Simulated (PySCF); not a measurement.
# C₂H₆AlN: geometry, spin-spin couplings

Wanted: the spin-spin couplings of C₂H₆AlN (`C#[C][AlH2-][NH3+]`), by calculation.

Programs: PySCF 2.14.0, with density-fitted response routines of our own. Each step states its level of theory. These are calculated values for one molecule in the gas phase, unless marked as measured. Atoms are numbered from 0 throughout.

## (1) The starting structure

10 atoms, charge 0, multiplicity 1; geometry from: GFN2-xTB. The atoms were then displaced at random by about 0.01 Å, so the start is not that level's minimum.

Bonds of the start (Å): C0–C1 1.24, C1–Al2 1.98, Al2–N3 2.02, C0–H4 1.03, Al2–H5 1.57, Al2–H6 1.55, N3–H7 1.03, N3–H8 0.99, N3–H9 1.03.

## (2) Optimising the geometry at PBE0-D3(BJ)/def2-SVP

The job: settings as JSON, then the geometry in Å.

```
{"job": {"xc": "PBE0", "basis": "def2-SVP", "d3": "d3bj", "grid": 1, "shake": 0.01, "kind": "geom"}, "charge": 0, "multiplicity": 1}
C      2.646060    -0.515770     0.154290
C      1.517580     0.009690     0.158180
Al    -0.179780     1.024870     0.222790
N     -1.371440    -0.529610    -0.280320
H      3.574690    -0.955240     0.124750
H     -0.804440     1.376820     1.615740
H     -0.522970     1.996660    -0.939040
H     -2.368760    -0.257260    -0.318590
H     -1.135610    -0.885190    -1.170070
H     -1.304890    -1.285910     0.411220
```

Started as:

```sh
OMP_NUM_THREADS=1 python probes_run.py task.json out
```

The driver reads the jobs from task.json and runs them one after another.

Log:

```text
step   0  E = -376.50983962  max force = 0.077376
step   1  E = -376.51564545  max force = 0.005298
step   2  E = -376.51595287  max force = 0.002636
step   3  E = -376.51609106  max force = 0.001719
step   4  E = -376.51614120  max force = 0.001041
step   5  E = -376.51616994  max force = 0.000389
step   6  E = -376.51618269  max force = 0.000398
optimisation converged
```

It took 11 s on 1 thread of AMD EPYC 9R45, shared host; peak memory 0.38 GiB.

Along the way:

```
step  energy from step 0 (eV)  largest force component (eV/Å)
   0                   0.0000                          3.9788
   1                  -0.1580                          0.2724
   2                  -0.1664                          0.1355
   3                  -0.1701                          0.0884
   4                  -0.1715                          0.0535
   5                  -0.1723                          0.0200
   6                  -0.1726                          0.0205
```

Close pairs (by a distance rule), those that changed most:

```
  bond  before (Å)  after (Å)  change (Å)
 C0–H4       1.028      1.076      +0.049
Al2–H6       1.553      1.600      +0.047
Al2–N3       2.022      2.061      +0.039
 N3–H8       0.987      1.022      +0.035
Al2–H5       1.567      1.600      +0.033
C1–Al2       1.979      1.950      -0.028
 C0–C1       1.245      1.223      -0.022
 N3–H7       1.035      1.021      -0.014
```

The end geometry stands in the next job.

```
                         at the end point                 value
  point group (found at 0.08 Å tolerance)                    Cs
rotational constants (GHz, main isotopes)  10.109, 3.256, 2.595
                        dipole moment (D)                  5.64
```

## (3) Spin-spin couplings: B3LYP/cc-pVTZ

The job: settings as JSON, then the geometry in Å.

```
{"job": {"kind": "j", "xc": "B3LYP", "basis": "cc-pVTZ"}, "charge": 0, "multiplicity": 1}
C      2.546658    -0.546595     0.094145
C      1.511627     0.101398     0.161522
Al    -0.177549     1.072896     0.246188
N     -1.370889    -0.530947    -0.255692
H      3.463060    -1.108547     0.040191
H     -0.731892     1.418030     1.706508
H     -0.485248     2.067850    -0.968404
H     -2.367389    -0.312452    -0.295808
H     -1.094249    -0.895809    -1.169267
H     -1.243531    -1.286573     0.419572
```

Method: B3LYP/cc-pVTZ indirect spin-spin coupling, non-relativistic, gas phase.

Log:

```text
coarse grid: 8584 points
cycle   1  E = -376.9926277115  dE =  5.776e-02  |g| = 5.066e-01  |ddm| = 6.510e+00
cycle   2  E = -376.9489824656  dE =  4.365e-02  |g| = 6.498e-01  |ddm| = 1.905e+00
cycle   3  E = -377.0495734034  dE = -1.006e-01  |g| = 2.148e-01  |ddm| = 1.089e+00
cycle   4  E = -377.0610309989  dE = -1.146e-02  |g| = 4.856e-02  |ddm| = 2.942e-01
cycle   5  E = -377.0616162137  dE = -5.852e-04  |g| = 1.107e-02  |ddm| = 8.288e-02
cycle   6  E = -377.0616403586  dE = -2.414e-05  |g| = 4.205e-03  |ddm| = 2.001e-02
cycle   7  E = -377.0616443637  dE = -4.005e-06  |g| = 5.566e-04  |ddm| = 7.528e-03
final grid: 77536 points
cycle   8  E = -377.0633549424  dE = -3.558e-05  |g| = 5.127e-03  |ddm| = 7.580e-02
cycle   9  E = -377.0633512094  dE =  3.733e-06  |g| = 6.608e-03  |ddm| = 1.738e-02
cycle  10  E = -377.0633600573  dE = -8.848e-06  |g| = 8.816e-04  |ddm| = 9.747e-03
cycle  11  E = -377.0633601580  dE = -1.008e-07  |g| = 6.040e-04  |ddm| = 1.689e-03
cycle  12  E = -377.0633602467  dE = -8.868e-08  |g| = 1.209e-04  |ddm| = 7.786e-04
cycle  13  E = -377.0633602501  dE = -3.397e-09  |g| = 2.684e-05  |ddm| = 2.161e-04
cycle  14  E = -377.0633602503  dE = -1.893e-10  |g| = 1.918e-06  |ddm| = 4.635e-05
converged SCF energy = -377.0633602503

Indirect spin-spin couplings (Hz)
  i      j    bonds     total        FC       PSO       DSO        SD
  0 C    1 C    1    218.158   212.827     5.294     0.036         -
  0 C    2 Al   2     23.287    21.705     1.678    -0.096         -
  0 C    3 N    3     -0.529    -0.568     0.023     0.015     0.001
  0 C    4 H    1    230.414   230.875    -0.802     0.341         -
  0 C    5 H    3      2.739     2.643     0.385    -0.290         -
  0 C    6 H    3      2.687     2.592     0.383    -0.288         -
  0 C    7 H    4      0.344     0.397     0.307    -0.360         -
  1 C    2 Al   1    117.910   119.283    -1.476     0.102         -
  1 C    3 N    2     -3.264    -3.308     0.033    -0.012     0.022
  1 C    4 H    2     41.158    37.189     5.154    -1.186         -
  1 C    5 H    2     12.872    13.059    -0.027    -0.160         -
  1 C    6 H    2     12.834    13.019    -0.028    -0.157         -
  1 C    7 H    3      4.321     4.411     0.289    -0.379         -
  1 C    8 H    3      0.222     0.132    -0.032     0.122         -
  1 C    9 H    3      0.218     0.129    -0.031     0.119         -
  2 Al   3 N    1      2.890     3.345     0.158    -0.028    -0.585
  2 Al   4 H    3      4.781     4.681     0.461    -0.361         -
  2 Al   5 H    1    208.880   210.354    -1.693     0.218         -
  2 Al   6 H    1    208.312   209.779    -1.685     0.219         -
  2 Al   7 H    2     -1.547    -1.415     0.174    -0.306         -
  2 Al   8 H    2     -2.688    -2.660     0.224    -0.252         -
  2 Al   9 H    2     -2.647    -2.619     0.227    -0.255         -
  3 N    4 H    4      0.573     0.541    -0.052     0.077     0.007
  3 N    5 H    2     -6.104    -6.151     0.022     0.028    -0.003
  3 N    6 H    2     -6.100    -6.147     0.022     0.028    -0.003
  3 N    7 H    1    -58.194   -55.285    -2.656    -0.183    -0.070
  3 N    8 H    1    -58.133   -55.291    -2.587    -0.192    -0.064
  3 N    9 H    1    -58.185   -55.340    -2.587    -0.192    -0.066
  4 H    5 H    4     -0.901    -0.614     0.763    -1.050         -
  4 H    6 H    4     -0.921    -0.635     0.763    -1.049         -
  4 H    7 H    5     -0.389    -0.159     0.974    -1.203         -
  5 H    6 H    2     14.922    16.233     0.546    -1.858         -
  5 H    7 H    3     -0.123    -0.047     0.316    -0.392         -
  5 H    8 H    3      4.388     5.127     1.448    -2.187         -
  5 H    9 H    3      0.145     0.180     0.170    -0.206         -
  6 H    7 H    3     -0.113    -0.040     0.314    -0.387         -
  6 H    8 H    3      0.157     0.188     0.161    -0.192         -
  6 H    9 H    3      4.429     5.165     1.452    -2.188         -
  7 H    8 H    2    -10.490   -10.873     5.030    -4.647         -
  7 H    9 H    2    -10.466   -10.848     5.038    -4.656         -
  8 H    9 H    2    -11.075   -11.495     4.888    -4.468         -
```

Run time: 10 s. Hardware: 1 thread of AMD EPYC 9R45, shared host; peak memory 0.76 GiB.

The basis is not made for couplings: without tight functions at the nuclei these values are rough.

A choice of the couplings up to four bonds, sorted by the number of bonds, with means over like pairs; isotopes 27Al, 13C, 1H, 15N:

```
  pair  bonds  J (Hz)  Fermi contact (Hz)
 C0–H4      1   230.4               230.9
 C0–C1      1   218.2               212.8
Al2–H5      1   208.6               210.1
C1–Al2      1   117.9               119.3
 N3–H7      1   -58.2               -55.3
Al2–N3      1     2.9                 3.3
 C1–H4      2    41.2                37.2
C0–Al2      2    23.3                21.7
 H5–H6      2    14.9                16.2
 C1–H5      2    12.9                13.0
 H7–H8      2   -10.7               -11.1
 N3–H5      2    -6.1                -6.1
 C1–N3      2    -3.3                -3.3
Al2–H7      2    -2.3                -2.2
Al2–H4      3     4.8                 4.7
 C0–H5      3     2.7                 2.6
 C1–H7      3     1.6                 1.6
 H5–H7      3     1.5                 1.8
```

The spin-dipole term was solved for some atoms only; pairs without it lack that part.

The response was solved for the nuclei of C, H, N alone, so couplings that need other nuclei can be missing.

Quadrupole couplings from the field gradients of the same density:

```
atom  isotope  eQq/h (MHz)     η
 Al2     27Al         26.4  0.22
  N3      14N       -3.032  0.02
```

## (4) Indirect couplings: B3LYP/6-31G*

Settings changed since step 3:

```diff
@@ -1,2 +1,2 @@
-{"job": {"kind": "j", "xc": "B3LYP", "basis": "cc-pVTZ"}, "charge": 0, "multiplicity": 1}
+{"job": {"kind": "j", "xc": "B3LYP", "basis": "6-31G*"}, "charge": 0, "multiplicity": 1}
 C      2.546658    -0.546595     0.094145
```

Method: B3LYP/6-31G* indirect spin-spin coupling, non-relativistic, gas phase.

Log:

```text
coarse grid: 8584 points
cycle   1  E = -376.9455350920  dE =  7.613e-02  |g| = 4.715e-01  |ddm| = 2.795e+00
cycle   2  E = -376.9174367932  dE =  2.810e-02  |g| = 5.751e-01  |ddm| = 1.043e+00
cycle   3  E = -376.9969345180  dE = -7.950e-02  |g| = 2.185e-01  |ddm| = 6.288e-01
cycle   4  E = -377.0094843341  dE = -1.255e-02  |g| = 3.783e-02  |ddm| = 1.879e-01
cycle   5  E = -377.0098575450  dE = -3.732e-04  |g| = 1.110e-02  |ddm| = 4.098e-02
cycle   6  E = -377.0098839841  dE = -2.644e-05  |g| = 3.114e-03  |ddm| = 1.000e-02
cycle   7  E = -377.0098866207  dE = -2.637e-06  |g| = 3.793e-04  |ddm| = 3.322e-03
final grid: 77536 points
cycle   8  E = -376.9682746040  dE = -1.017e-05  |g| = 4.755e-03  |ddm| = 1.641e-02
cycle   9  E = -376.9682706819  dE =  3.922e-06  |g| = 6.407e-03  |ddm| = 8.250e-03
cycle  10  E = -376.9682797453  dE = -9.063e-06  |g| = 9.742e-04  |ddm| = 4.698e-03
cycle  11  E = -376.9682799834  dE = -2.381e-07  |g| = 2.936e-04  |ddm| = 9.230e-04
cycle  12  E = -376.9682800042  dE = -2.075e-08  |g| = 7.672e-05  |ddm| = 2.749e-04
cycle  13  E = -376.9682800058  dE = -1.601e-09  |g| = 8.851e-06  |ddm| = 7.798e-05
cycle  14  E = -376.9682800058  dE = -2.183e-11  |g| = 7.031e-07  |ddm| = 1.203e-05
converged SCF energy = -376.9682800058

Indirect spin-spin couplings (Hz)
  i      j    bonds     total        FC       PSO       DSO        SD
  0 C    1 C    1    122.417   119.368     3.005     0.044         -
  0 C    2 Al   2     19.685    18.405     1.377    -0.097         -
  0 C    3 N    3     -1.384    -1.422     0.023     0.015     0.000
  0 C    4 H    1    219.476   220.313    -1.313     0.476         -
  0 C    5 H    3      3.994     3.994     0.290    -0.290         -
  0 C    6 H    3      3.956     3.956     0.288    -0.288         -
  0 C    7 H    4      0.611     0.747     0.222    -0.358         -
  1 C    2 Al   1    111.395   112.388    -1.098     0.105         -
  1 C    3 N    2     -2.336    -2.361     0.017    -0.012     0.019
  1 C    4 H    2     24.583    22.262     3.488    -1.167         -
  1 C    5 H    2     10.393    10.581    -0.036    -0.152         -
  1 C    6 H    2     10.314    10.500    -0.036    -0.150         -
  1 C    7 H    3      3.726     3.881     0.219    -0.373         -
  1 C    8 H    3      0.265     0.143    -0.002     0.124         -
  1 C    9 H    3      0.264     0.143    -0.001     0.122         -
  2 Al   3 N    1     -0.169     0.331    -0.005    -0.027    -0.468
  2 Al   4 H    3      5.084     5.189     0.252    -0.357         -
  2 Al   5 H    1    216.612   217.571    -1.205     0.246         -
  2 Al   6 H    1    216.038   216.997    -1.204     0.246         -
  2 Al   7 H    2     -1.517    -1.182    -0.036    -0.298         -
  2 Al   8 H    2     -2.627    -2.196    -0.186    -0.244         -
  2 Al   9 H    2     -2.603    -2.172    -0.183    -0.247         -
  3 N    4 H    4      0.673     0.620    -0.030     0.076     0.007
  3 N    5 H    2     -5.269    -5.304     0.013     0.029    -0.007
  3 N    6 H    2     -5.267    -5.302     0.013     0.028    -0.007
  3 N    7 H    1    -66.466   -63.970    -2.196    -0.226    -0.074
  3 N    8 H    1    -67.164   -64.717    -2.146    -0.234    -0.068
  3 N    9 H    1    -67.226   -64.775    -2.146    -0.234    -0.071
  4 H    5 H    4     -1.353    -0.774     0.457    -1.036         -
  4 H    6 H    4     -1.375    -0.797     0.457    -1.035         -
  4 H    7 H    5     -0.746    -0.197     0.638    -1.188         -
  4 H    8 H    5     -0.252     0.024     0.214    -0.490         -
  4 H    9 H    5     -0.253     0.024     0.215    -0.492         -
  5 H    6 H    2     15.924    17.600     0.129    -1.806         -
  5 H    7 H    3     -0.150     0.082     0.136    -0.367         -
  5 H    8 H    3      4.245     5.445     0.954    -2.154         -
  5 H    9 H    3      0.136     0.290     0.028    -0.182         -
  6 H    7 H    3     -0.144     0.085     0.134    -0.362         -
  6 H    8 H    3      0.148     0.295     0.022    -0.169         -
  6 H    9 H    3      4.283     5.480     0.958    -2.155         -
  7 H    8 H    2    -13.033   -11.721     3.153    -4.465         -
  7 H    9 H    2    -13.005   -11.689     3.159    -4.475         -
  8 H    9 H    2    -13.717   -12.476     3.049    -4.290         -
```

Wall time 2.6 s (1 thread of AMD EPYC 9R45, shared host); peak memory 0.43 GiB.

The basis is not made for couplings: without tight functions at the nuclei these values are rough.

Key values: J(C0,H4) 219.5 Hz, J(Al2,H5) 216.3 Hz, J(C0,C1) 122.4 Hz (means over like pairs).

## (5) Run by run: spin-spin couplings

Couplings (Hz), each a mean over the pairs like the one named, with basis size and wall time:

```
          run  C0–H4  C0–C1  Al2–H5  C1–Al2  N3–H7  C1–H4  C0–Al2  functions   time
B3LYP/cc-pVTZ  230.4  218.2   208.6   117.9  -58.2   41.2    23.3        208   10 s
 B3LYP/6-31G*  219.5  122.4   216.3   111.4  -67.0   24.6    19.7         72  2.6 s
```

## (6) Outcome

| quantity | value |
| --- | --- |
| point group | Cs |
| rotational constants (main isotopes) | 10.11, 3.26, 2.59 GHz |
| largest coupling of the table (B3LYP/cc-pVTZ) | ¹J(C,H) C0–H4, 230.4 Hz |
| range of J(C0,H4), mean over like pairs | 219.5 to 230.4 Hz |

**Reading.** The optimisation took 6 steps and gained 0.173 eV; among the close pairs (by a distance rule), C0–H4 changed most, from 1.028 to 1.076 Å. No frequency check was run at this level, so the end point may be a saddle. In the run at B3LYP/cc-pVTZ, the largest coupling of the table is C0–H4, 230.4 Hz, of which the Fermi-contact term gives 230.9 Hz. The coupling C0–H4, as a mean over pairs of its kind, runs from 219.5 Hz (B3LYP/6-31G*) to 230.4 Hz (B3LYP/cc-pVTZ). Couplings from bases without tight functions are rough.
